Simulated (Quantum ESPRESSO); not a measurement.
## WS under changes of volume

One of the cells (20.440 Å³/atom); the others are scaled copies at fixed shape and fractional positions:

```
W S
1.0
     3.44485    0.00000    0.00000
     0.00000    3.44485    0.00000
     0.00000    0.00000    3.44485
W S
1 1
Direct
  0.50000 0.50000 0.50000
  0.00000 0.00000 0.00000
```

The cell was built by a generator and needn't be a form met in nature.

- Program: Quantum ESPRESSO 7.5
- Functional: PBE
- Potentials or basis: SSSP 1.3 efficiency PBE
- Cutoff: 748 eV
- Density cutoff: 5987 eV
- k mesh: 8 × 8 × 8
- Occupations: fermi-dirac, width 0.05 eV
- Spin: no spin polarisation

| volume (Å³/atom) | energy over the lowest point (meV/atom) | pressure (GPa) |
| --- | --- | --- |
| 19.214 | 0.00 | -35.4 |
| 19.622 | 90.94 | -35.6 |
| 20.031 | 182.18 | -35.7 |
| 20.440 | 273.40 | -35.6 |
| 20.849 | 364.27 | -35.4 |
| 21.258 | 454.56 | -35.2 |
| 21.666 | ? | ? |

What does the run at 21.666 Å³/atom give?

Energy over the lowest point 544.11 meV/atom; pressure -34.9 GPa.

Worked out: A Birch-Murnaghan fit of order 3 (a polynomial in V^(-2/3)) to the other rows has no minimum within the range. It gives 543.96 meV/atom at 21.666 Å³/atom, against the run's 544.11, and -dE/dV = -34.9 GPa, against -34.9.

Energies are extrapolated to zero smearing.

Caveats: the cell as given lies far from equilibrium.
